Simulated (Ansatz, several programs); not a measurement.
An ordered 4-atom cell of AgLaS2 on the rocksalt lattice (P4/mmm), relaxed with PBE in Ansatz (plane waves, PAW): the symmetry is P4/mmm (No. 123, tetragonal); a = 4.131 Å, c = 5.614 Å in the conventional setting, 23.95 Å³ an atom. Around Ag lie 6 S at 2.81–2.92 Å; around S lie 2 Ag at 2.81 Å and 4 La at 2.92 Å; around La lie 6 S at 2.81–2.92 Å; around S lie 2 La at 2.81 Å and 4 Ag at 2.92 Å. The cell was then scaled with its shape and fractional coordinates held, which makes it stiffer than a relaxed compression. All values are calculated for a non-magnetic cell, which may be hypothetical.

```csv
V (Å³/atom),E (meV/atom)
22.513,20.57
23.950,0.00
24.668,4.29
25.387,16.22
```

(1) Pass a cubic E = c₀ + c₁u + c₂u² + c₃u³, with u = V − 24.130 Å³, through these points.

(2) Where is the minimum, and what bulk modulus follows?

(3) Predict the energy and the pressure at the withheld volume, 23.231 Å³.

## Answers

(1) c₀ = 0.27, c₁ = +3.081, c₂ = 8.527, c₃ = -0.7051 (meV and Å³).

(2) dE/du = 0 at u = -0.177, so V₀ = 23.95 Å³. B = V₀ d²E/dV² = 23.95 × (2c₂ + 6c₃u) = 23.95 × 17.803 = 426 meV/Å³, and 1 meV/Å³ is 0.16022 GPa: 68 GPa. A third-order Birch-Murnaghan fit to all five points gives 23.95 Å³ and 68 GPa.

(3) With u = -0.899: E ≈ 4.90 meV and P = −dE/dV ≈ +2.24 GPa. The run gives 4.88 meV and, from its stress, +2.23 GPa.
